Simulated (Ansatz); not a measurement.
# Sn2Ge3Se5: the cost of one run

Method: DFT PBE, scalar-relativistic, plane waves, PAW, in Ansatz 0.2.0.

## 1. Starting point

It takes space group I4/mmm (No. 139, tetragonal). The conventional cell has a = 4.164 Å, b = 4.164 Å, c = 29.445 Å, α = 90.00°, β = 90.00°, γ = 90.00°. Sn (site symmetry 4mm) is surrounded by 6 Se at 2.94 Å. Ge (site symmetry 4mm) is surrounded by 6 Se at 2.94 Å. Ge (site symmetry 4/mmm) has 6 Se at 2.94 Å in its first shell of neighbours. Se (site symmetry 4mm) is surrounded by 4 Sn at 2.94 Å and 2 Ge at 2.94 Å. Around Se (site symmetry 4/mmm) lie 4 Ge at 2.94 Å and 2 Sn at 2.94 Å. Se (site symmetry 4mm) has 5 Ge at 2.94 Å and 1 Sn at 2.94 Å in its first shell of neighbours.

Structure file:

```cif
data_structure
_symmetry_space_group_name_H-M 'P 1'
_symmetry_Int_Tables_number 1
_cell_length_a 15.0138
_cell_length_b 15.0138
_cell_length_c 15.0138
_cell_angle_alpha 164.058
_cell_angle_beta 164.058
_cell_angle_gamma 22.620
_cell_volume 255.28
loop_
_atom_site_label
_atom_site_type_symbol
_atom_site_fract_x
_atom_site_fract_y
_atom_site_fract_z
_atom_site_occupancy
Sn1 Sn 0.40000 0.40000 0.00000 1
Sn2 Sn 0.60000 0.60000 0.00000 1
Ge1 Ge 0.80000 0.80000 0.00000 1
Ge2 Ge 0.00000 0.00000 0.00000 1
Ge3 Ge 0.20000 0.20000 0.00000 1
Se1 Se 0.90000 0.90000 0.00000 1
Se2 Se 0.50000 0.50000 0.00000 1
Se3 Se 0.10000 0.10000 0.00000 1
Se4 Se 0.70000 0.70000 0.00000 1
Se5 Se 0.30000 0.30000 0.00000 1
```

The start is an ordering of an alloy on its end members' structure types: elements ordered on the sites of the SnSe type, Ge/Sn on Sn (I4/mmm, No. 139).

## 2. The guess as it stands, on a coarse mesh

Contents of input.yaml:

```yaml
crystal:
  lattice:
    - [-2.08204169, 2.08204169, 14.722258]
    - [2.08204169, -2.08204169, 14.722258]
    - [2.08204169, 2.08204169, -14.722258]
  atoms:
    - { symbol: Sn, position: [0.4, 0.4, 0.0] }
    - { symbol: Sn, position: [0.6, 0.6, 0.0] }
    - { symbol: Ge, position: [0.8, 0.8, 0.0] }
    - { symbol: Ge, position: [0.0, 0.0, 0.0] }
    - { symbol: Ge, position: [0.2, 0.2, 0.0] }
    - { symbol: Se, position: [0.9, 0.9, 0.0] }
    - { symbol: Se, position: [0.5, 0.5, 0.0] }
    - { symbol: Se, position: [0.1, 0.1, 0.0] }
    - { symbol: Se, position: [0.7, 0.7, 0.0] }
    - { symbol: Se, position: [0.3, 0.3, 0.0] }
basis:
  ecutwfc: 420
kpoints:
  mp_grid: { grid: [6, 6, 6] }
hamiltonian:
  xc: pbe
scf:
  occupations: { method: gaussian, width: 0.1 }
  lower_state_search: "off"
output:
  forces: true
  stress: true
  eigenvalues: true
```

The run is started by

```sh
$ ansatz run input.yaml --threads 4 --pin off --max-ram 8192MiB --backend cpu --events-out ev --progress --plain --runs-dir out
```

What time and memory should one allow on 4 threads of Intel Xeon at 2.50GHz (Skylake/Cascade Lake), shared host?

About 18 s, with a peak of 1.1 GiB.
